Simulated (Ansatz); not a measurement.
# MnS: the cost of one run

Method: DFT PBE, scalar-relativistic, plane waves, PAW, in Ansatz 0.2.0.

The COD entry's cell or inner coordinates are ideal or old and differ from later refinements, so a difference from it is no clean test against experiment.

Spin polarisation is switched off on purpose; where the compound carries moments, volume, stiffness and gap are then not the real material's.

### Step 1. Starting point

Symmetry: Fm-3m, No. 225, cubic system. The conventional cell has a = 5.209 Å, b = 5.209 Å, c = 5.209 Å, α = 90.00°, β = 90.00°, γ = 90.00°. Around Mn (site symmetry m-3m) lie 6 S at 2.60 Å. S (site symmetry m-3m) is surrounded by 6 Mn at 2.60 Å.

Coordinates:

```cif
data_structure
_symmetry_space_group_name_H-M 'Fm-3m'
_symmetry_Int_Tables_number 225
_cell_length_a 5.2090
_cell_length_b 5.2090
_cell_length_c 5.2090
_cell_angle_alpha 90.000
_cell_angle_beta 90.000
_cell_angle_gamma 90.000
_cell_volume 141.34
loop_
_atom_site_label
_atom_site_type_symbol
_atom_site_symmetry_multiplicity
_atom_site_Wyckoff_symbol
_atom_site_fract_x
_atom_site_fract_y
_atom_site_fract_z
_atom_site_occupancy
Mn1 Mn 4 a 0.00000 0.00000 0.00000 1
S1 S 4 b 0.50000 0.00000 0.00000 1
```

### Step 2. At the starting volume

Input file input.yaml:

```yaml
crystal:
  lattice:
    - [0.0, 2.6045, 2.6045]
    - [2.6045, 0.0, 2.6045]
    - [2.6045, 2.6045, 0.0]
  atoms:
    - { symbol: Mn, position: [0.0, 0.0, 0.0] }
    - { symbol: S, position: [0.5, 0.5, 0.5] }
basis:
  ecutwfc: 420
  ecutrho_ratio: 4
kpoints:
  mp_grid: { grid: [12, 12, 12] }
hamiltonian:
  xc: pbe
scf:
  occupations: { method: gaussian, width: 0.05 }
output:
  forces: true
  stress: true
  eigenvalues: true
```

Launch:

```
$ ansatz run input.yaml --threads 1 --pin off --max-ram 2560MiB --backend cpu --events-out ev --progress --plain --runs-dir out
```

What time and memory should one allow on 1 thread of Arm Neoverse V2, shared host?

About 1.9 s, with a peak of 0.32 GiB.
